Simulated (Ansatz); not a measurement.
# F2GeH4OSi: up Jacob's ladder to CCSD(T)

How much do the methods differ for F2GeH4OSi? The plan is to run it at one geometry with functionals of several rungs and with coupled cluster. The yardstick is the atomisation energy at the CCSD(T) limit.

Method: functionals in def2-TZVPP, the program's frozen cores in correlated methods; program: Ansatz 0.2.0, Gaussian basis.

Plan: LDA (SPW92), PBE-D4, revPBE-D4, BLYP-D4, r2SCAN-D4, B97M-V, PBE0-D4, B3LYP-D4, r2SCANh-D4, r2SCAN0-D4, HSE06-D4, BHLYP-D4, CAM-B3LYP-D4, LC-ωPBE, ωB97X-V, ωB97M-V, B2PLYP, PBE-QIDH; CCSD(T)/def2-SVP; CCSD(T)/def2-TZVPP; MP2/def2-QZVPP; extrapolation to the limit; RPA on PBE.

2 further runs of the same task are left out: 2 that didn't finish.

### Step 1. The geometry

The geometry comes from an earlier relaxation with PBE0-D4 in a triple-zeta def2 set; it is a stationary point, not always the lowest conformer.

SMILES `[F][GeH]([F])[O][SiH3]`, 9 atoms, charge 0, spin multiplicity 1.

Atoms are counted from 1 here; the program's logs count them from 0.

Bond lengths: F1–Ge2 1.717 Å, Ge2–F3 1.718 Å, Ge2–O4 1.730 Å, Ge2–H6 1.517 Å, O4–Si5 1.652 Å, Si5–H7 1.485 Å, Si5–H8 1.483 Å, Si5–H9 1.483 Å. Angles: F1–Ge2–F3 104.7°, F1–Ge2–O4 108.4°, F1–Ge2–H6 111.1°, F3–Ge2–O4 108.3°, F3–Ge2–H6 111.3°, O4–Ge2–H6 112.7°, Ge2–O4–Si5 137.1°, O4–Si5–H7 110.5°, O4–Si5–H8 107.9°, O4–Si5–H9 108.9°, H7–Si5–H8 110.0°, H7–Si5–H9 109.7°, H8–Si5–H9 109.8°.

### Step 2. LDA

This LDA is Slater exchange with PW92 correlation.

Input file in.yaml:

```yaml
crystal:
  periodic: [false, false, false]
  atoms:
    - {symbol: F, position_ang: [1.781724, -1.296709, -1.079123]}
    - {symbol: Ge, position_ang: [1.497939, -0.386371, 0.349209]}
    - {symbol: F, position_ang: [2.068375, 1.191904, -0.019415]}
    - {symbol: O, position_ang: [-0.209627, -0.300153, 0.610195]}
    - {symbol: Si, position_ang: [-1.527291, 0.301746, -0.184112]}
    - {symbol: H, position_ang: [2.241763, -0.978120, 1.531401]}
    - {symbol: H, position_ang: [-1.172480, 0.663432, -1.579573]}
    - {symbol: H, position_ang: [-2.577051, -0.745071, -0.182214]}
    - {symbol: H, position_ang: [-2.014752, 1.503042, 0.536532]}
basis:
  gaussian: {orbitals: def2-TZVPP}
hamiltonian: {xc: lda}
output: {orbitals: {seedname: orbitals}}
```

The runs that follow: PBE-D4 (GGA); revPBE-D4 (GGA); BLYP-D4 (GGA); r2SCAN-D4 (meta-GGA); B97M-V (meta-GGA); PBE0-D4 (hybrid); B3LYP-D4 (hybrid); r2SCANh-D4 (hybrid); r2SCAN0-D4 (hybrid); HSE06-D4 (hybrid); BHLYP-D4 (hybrid); CAM-B3LYP-D4 (range-separated); LC-ωPBE-D4 (range-separated); ωB97X-V (range-separated); ωB97M-V (range-separated); B2PLYP (double hybrid); PBE-QIDH (double hybrid); CCSD(T) in def2-SVP; CCSD(T) in def2-TZVPP; MP2 in def2-QZVPP; RPA on PBE orbitals.

Before running them: what should the planned runs give, taken together? Wanted: atomisation energy, CCSD(T)/CBS; farthest beyond LDA; mean size of error, GGA; mean size of error, meta-GGA; mean size of error, hybrid; mean size of error, range-separated; mean size of error, double hybrid; gap, smallest and largest; T1 diagnostic.

**Answer**, as computed:

| quantity | value |
| --- | --- |
| atomisation energy, CCSD(T)/CBS | 746.9 kcal/mol |
| functionals within 7.5 kcal/mol (1.0 %) | PBE-D4, r2SCAN-D4, B97M-V, CAM-B3LYP-D4, ωB97X-V |
| farthest beyond LDA | BHLYP-D4 (-34.6 kcal/mol) |
| mean size of error, GGA | 15.5 kcal/mol |
| mean size of error, meta-GGA | 4.1 kcal/mol |
| mean size of error, hybrid | 21.1 kcal/mol |
| mean size of error, range-separated | 5.9 kcal/mol |
| mean size of error, double hybrid | 15.4 kcal/mol |
| gap, smallest and largest | 6.10 eV (LDA (SPW92)), 13.86 eV (LC-ωPBE) |
| T1 diagnostic | 0.0123 |
| triples share of the correlation energy | 3.1 % |

LDA overbinds by 97.8 kcal/mol (13 %). PBE-D4 misses by -6.5 kcal/mol. Double hybrids carry the basis error of their MP2 part in triple zeta, and no dispersion term here, so their miss is partly the set-up's. The rungs meta-GGA, range-separated miss on average by less than the doubt on the reference (7.5 kcal/mol), so they tie. Misses under about 7.5 kcal/mol are within the doubt on the reference itself, which lacks core-valence correlation, relativity and higher excitations, and its outer-core shells are covered unevenly. Hartree-Fock recovers 72 % of the binding; the rest is correlation. CCSD(T) in def2-SVP is off by -58.6 kcal/mol, so the small basis spoils what the method gains. The gap grows from 6.1 to 13.9 eV across the functionals, mostly with the share of exact exchange. Correlated methods include outer-core shells of Ge, which these sets cover unevenly.
